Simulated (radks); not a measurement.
# H⁻ held by a Watson sphere

An exercise on one series of results from a longer session: the logs are not shown, and one member is left open.

The numbers are computed with radks (a radial shooting solver on a logarithmic mesh, Libxc functionals) version 1 (non-relativistic Kohn-Sham, LDA (Slater exchange, Perdew-Wang correlation), spin-unpolarised, spherical densities, point nucleus), except any that are marked as measured or tabulated.

### The atom as given

- element: hydrogen (Z = 1)
- charge: -1
- electrons: 2
- configuration: [He]

Outer shells as boxes (Hund's rule):

H⁻
```
1s [↑↓]
```

Set-up of the first run:

Input:

```text
Z 1
configuration [He]
relativity non-relativistic
functional lda,pw
spin unpolarised
nucleus point
watson charge 1 radius 1.5 bohr
response adiabatic LDA kernel
```

Among the steps run: R = 1.5 bohr; R = 1.54 bohr; R = 2.05 bohr; R = 2.22 bohr; R = 2.34 bohr; R = 2.65 bohr; R = 2.96 bohr; R = 3.15 bohr; R = 3.3 bohr.

One of the session's tables, all rows but one given; the rest of the session is left out.

```
R (bohr)  highest level (eV)  its <r> (bohr)  sum of <r²> (bohr²)  α (bohr³)
     1.5              -8.092           1.638                7.099      10.39
    1.54              -7.976           1.654                7.240      10.79
    2.05                   ?               ?                    ?          ?
    2.22              -6.382           1.895                9.578      18.72
    2.34              -6.158           1.932                9.976      20.35
    2.65              -5.635           2.020                10.98      24.85
    2.96              -5.179           2.098                11.94      29.78
    3.15              -4.928           2.142                12.51      33.02
     3.3              -4.743           2.175                12.94      35.68
```

Estimate the missing values for R (bohr) = 2.05.

Worked estimate for «highest level (eV)». A straight line through the neighbours (1.54, -7.976) and (2.22, -6.382) gives -7.976 + (-6.382 + 7.976) × (2.05 − 1.54) / (2.22 − 1.54) = -6.781; a parabola fitted to 4 rows on both sides gives -6.727.

The run gave: highest level (eV): -6.725; its <r> (bohr): 1.841; sum of <r²> (bohr²): 9.006; α (bohr³): 16.53. In «highest level (eV)» the line misses by -0.056 and the parabola by -0.002.

A wider sphere makes a shallower well, so the ion swells. Response by self-consistent Sternheimer equations with the Hartree and adiabatic LDA kernel.
